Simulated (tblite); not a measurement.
# C2H9BN2OSi: the cost of one run

Computed with tblite 0.8.0 and PySCF 2.14.0, with density-fitted response routines of our own, on a single molecule, in the gas phase or a continuum. Atoms count from 0, in the outputs and in this text.

**1. The molecule as given**

16 atoms, charge 0, multiplicity 1; geometry from: force field or distance geometry start.

Bonds of the start (Å): Si0–O1 1.74, O1–B2 1.45, B2–N3 1.52, N3–C4 1.47, C4–C5 1.53, C5–N6 1.47, N6–B2 1.51, Si0–H7 1.46, Si0–H8 1.47, Si0–H9 1.48, N3–H10 1.05, C4–H11 1.12, C4–H12 1.12, C5–H13 1.11, C5–H14 1.12, N6–H15 1.05.

**2. Optimising the geometry with GFN2-xTB**

Job settings and geometry (Å):

```
{"job": {"kind": "relax", "xc": "GFN2-xTB", "basis": "xTB"}, "charge": 0, "multiplicity": 1}
Si     2.762000    -0.267500     0.440200
O      1.700000     1.079500     0.171800
B      0.357000     0.525600     0.220700
N     -0.395900     0.154200    -1.047100
C     -1.760300    -0.006700    -0.529600
C     -1.730600    -0.074000     0.999500
N     -0.479100     0.525600     1.474500
H      2.597800    -1.248700    -0.633000
H      4.150800     0.203900     0.443500
H      2.462300    -0.892000     1.746700
H     -0.038500    -0.795900    -1.322700
H     -2.245000    -0.918100    -0.958500
H     -2.360200     0.880200    -0.843900
H     -1.754300    -1.137900     1.322800
H     -2.611200     0.455100     1.440400
H     -0.662300     1.525700     1.730900
```

Launch:

```sh
$ OMP_NUM_THREADS=1 python probes_run.py task.json out
```

One launch serves the whole session: the jobs run in the order shown.

Q: Estimate the wall time and peak memory of this first job on 1 thread of Intel Xeon at 2.50GHz, shared host.

About 1.7 s, with a peak of 0.18 GiB.
